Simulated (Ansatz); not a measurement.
# BrH6NSi2: one species, many methods

Aim: compute BrH6NSi2 with functionals from several rungs and with coupled cluster, and see how far each lands from CCSD(T) at the basis-set limit for the atomisation energy.

Computed with Ansatz 0.2.0, Gaussian basis. Level: functionals in def2-TZVPP, the program's frozen cores in correlated methods.

Plan: LDA (SPW92), PBE-D4, revPBE-D4, BLYP-D4, r2SCAN-D4, B97M-V, PBE0-D4, B3LYP-D4, r2SCANh-D4, r2SCAN0-D4, HSE06-D4, BHLYP-D4, CAM-B3LYP-D4, LC-ωPBE, ωB97X-V, ωB97M-V, B2PLYP, PBE-QIDH; CCSD(T)/def2-SVP; CCSD(T)/def2-TZVPP; MP2/def2-QZVPP; extrapolation to the limit; RPA on PBE.

**1. Structure used throughout**

All runs share one geometry, relaxed beforehand with PBE0-D4 in a triple-zeta def2 set.

10 atoms, charge 0, spin multiplicity 1.

Atoms are counted from 1 here; the program's logs count them from 0.

Bond lengths: N1–Si2 1.707 Å, N1–H5 1.008 Å, N1–H6 1.008 Å, Si2–Si3 2.335 Å, Si2–Br4 2.256 Å, Si2–H7 1.482 Å, Si3–H8 1.485 Å, Si3–H9 1.488 Å, Si3–H10 1.488 Å. Angles: Si2–N1–H5 120.2°, Si2–N1–H6 119.9°, H5–N1–H6 110.9°, N1–Si2–Si3 110.0°, N1–Si2–Br4 114.6°, N1–Si2–H7 107.3°, Si3–Si2–Br4 105.4°, Si3–Si2–H7 114.9°, Br4–Si2–H7 104.8°, Si2–Si3–H8 109.8°, Si2–Si3–H9 108.5°, Si2–Si3–H10 110.9°, H8–Si3–H9 109.2°, H8–Si3–H10 109.4°, H9–Si3–H10 108.9°.

**2. LDA**

This LDA is Slater exchange with PW92 correlation.

File in.yaml:

```yaml
crystal:
  periodic: [false, false, false]
  atoms:
    - {symbol: N, position_ang: [-0.486369, 1.721578, 0.103997]}
    - {symbol: Si, position_ang: [-0.488508, 0.105561, 0.652633]}
    - {symbol: Si, position_ang: [1.071060, -1.148338, -0.550846]}
    - {symbol: Br, position_ang: [-2.453904, -0.971670, 0.391630]}
    - {symbol: H, position_ang: [-0.524113, 1.921234, -0.883133]}
    - {symbol: H, position_ang: [-0.965545, 2.433061, 0.633970]}
    - {symbol: H, position_ang: [-0.265753, 0.138111, 2.117458]}
    - {symbol: H, position_ang: [0.972424, -2.578726, -0.163682]}
    - {symbol: H, position_ang: [0.770189, -1.010897, -2.001992]}
    - {symbol: H, position_ang: [2.453618, -0.660914, -0.297037]}
basis:
  gaussian: {orbitals: def2-TZVPP}
hamiltonian: {xc: lda}
output: {orbitals: {seedname: orbitals}}
```

Run with:

```
$ ansatz run in.yaml --threads 4 --pin off --events-out ev --progress --plain --max-ram 10444MiB
```

Further steps of the session: PBE-D4 (GGA); revPBE-D4 (GGA); BLYP-D4 (GGA); r2SCAN-D4 (meta-GGA); B97M-V (meta-GGA); PBE0-D4 (hybrid); B3LYP-D4 (hybrid); r2SCANh-D4 (hybrid); r2SCAN0-D4 (hybrid); HSE06-D4 (hybrid); BHLYP-D4 (hybrid); CAM-B3LYP-D4 (range-separated); LC-ωPBE (range-separated); ωB97X-V (range-separated); ωB97M-V (range-separated); B2PLYP (double hybrid); PBE-QIDH (double hybrid); CCSD(T) in def2-SVP; CCSD(T) in def2-TZVPP; MP2 in def2-QZVPP; RPA on PBE orbitals.

**Question.** What will the summary of the whole plan be? Wanted: atomisation energy, CCSD(T)/CBS; farthest beyond LDA; mean size of error, GGA; mean size of error, meta-GGA; mean size of error, hybrid; mean size of error, range-separated; mean size of error, double hybrid; gap, smallest and largest; T1 diagnostic.

As calculated:

| quantity | value |
| --- | --- |
| atomisation energy, CCSD(T)/CBS | 3087.1 kJ/mol |
| functionals within 30.9 kJ/mol (1.0 %) | PBE-D4, r2SCAN-D4, B97M-V, B3LYP-D4, CAM-B3LYP-D4, ωB97X-V, ωB97M-V |
| farthest beyond LDA | revPBE-D4 (-70.1 kJ/mol) |
| mean size of error, GGA | 40.3 kJ/mol |
| mean size of error, meta-GGA | 12.0 kJ/mol |
| mean size of error, hybrid | 39.9 kJ/mol |
| mean size of error, range-separated | 22.2 kJ/mol |
| mean size of error, double hybrid | 58.0 kJ/mol |
| gap, smallest and largest | 5.34 eV (LDA (SPW92)), 12.19 eV (LC-ωPBE) |
| T1 diagnostic | 0.0099 |
| triples share of the correlation energy | 3.5 % |

LDA overbinds by 352.7 kJ/mol (11 %). PBE-D4 is off by -12.5 kJ/mol. Double hybrids carry the basis error of their MP2 part in triple zeta, and no dispersion term here, so their miss is partly the set-up's. The rungs meta-GGA, range-separated miss on average by less than the doubt on the reference (30.9 kJ/mol), so they tie. Misses under about 30.9 kJ/mol are within the doubt on the reference itself, which lacks core-valence correlation, relativity and higher excitations, and its outer-core shells are covered unevenly. All levels share the lack of spin-orbit coupling, which lowers the free heavy atoms and so the true binding. Hartree-Fock recovers 72 % of the binding; the rest is correlation. CCSD(T) in def2-SVP is off by -265.5 kJ/mol, worse than the median functional, from the basis alone. The gap grows from 5.3 to 12.2 eV across the functionals, mostly with the share of exact exchange. Correlated methods include outer-core shells of Br, which these sets cover unevenly.
